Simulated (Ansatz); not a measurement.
## CsLiCr2Te2S3 under changes of volume

One of the cells (27.097 Å³/atom); the others are scaled copies at fixed shape and fractional positions:

```
Cs Li Cr Te S
1.0
     7.05684    0.00000    0.00000
     0.00000    3.98060    0.00000
    -2.67333    0.00000    8.68168
Cs Li Cr Te S
1 1 2 2 3
Cartesian
  -0.4619 0.0000 3.2735
  3.9900 1.9903 6.8484
  -1.6370 0.0000 8.2143
  1.5865 1.9903 8.4356
  3.1793 0.0000 1.3257
  1.9223 0.0000 6.5020
  4.3382 0.0000 5.9471
  -0.4797 1.9903 7.3275
  6.6521 1.9903 0.4651
```

The cell was built by a generator and needn't be a form met in nature.

* Program: Ansatz 0.2.0
* Functional: PBE
* Potentials or basis: Ansatz PAW
* Cutoff: 420 eV (not typed: the program's choice for these potentials)
* k mesh: 4 × 7 × 3
* Occupations: fermi-dirac, width 0.05 eV
* Spin: collinear spin, ferromagnetic start
* Starting moments: [0.0, 0.0, 3.0, 3.0, 0.0, 0.0, 0.0, 0.0, 0.0] μB

```csv
volume (Å³/atom),energy over the lowest point (meV/atom),pressure (GPa),gap on the mesh (eV),largest force (eV/Å)
25.471,?,?,?,?
26.013,6.70,2.0,0.52,0.377
26.555,1.65,1.0,0.50,0.184
27.097,0.00,0.0,0.48,0.009
27.639,1.41,-0.8,0.45,0.162
28.181,5.55,-1.6,0.43,0.315
28.723,12.13,-2.3,0.41,0.458
```

Question: What does the run at 25.471 Å³/atom give?

Answer: Energy over the lowest point 15.55 meV/atom; pressure 3.2 GPa; gap on the mesh 0.55 eV; largest force 0.586 eV/Å.

Worked out: A Birch-Murnaghan fit of order 3 (a polynomial in V^(-2/3)) to the other rows has its minimum at 27.11 Å³/atom with B0 = V·E''(V) = 45 GPa and B' = 4.6 at fixed shape and positions, which overstates the stiffness. It gives 15.57 meV/atom at 25.471 Å³/atom, against the run's 15.55, and -dE/dV = 3.2 GPa, against 3.2. A straight line through the other rows of the gap, of slope -1.14 eV per unit of ln V, extrapolates to 0.55 eV, against the run's 0.55.

Energies are extrapolated to zero smearing.

Caveats: odd divisions of the mesh miss points on the zone boundary, where band edges often lie, so the gap on the mesh can be too wide; spin-orbit coupling is left out, which moves the levels of the heavy elements; only a ferromagnetic start was run, and an antiferromagnetic order may lie lower in energy.

A mesh can miss the band edges.
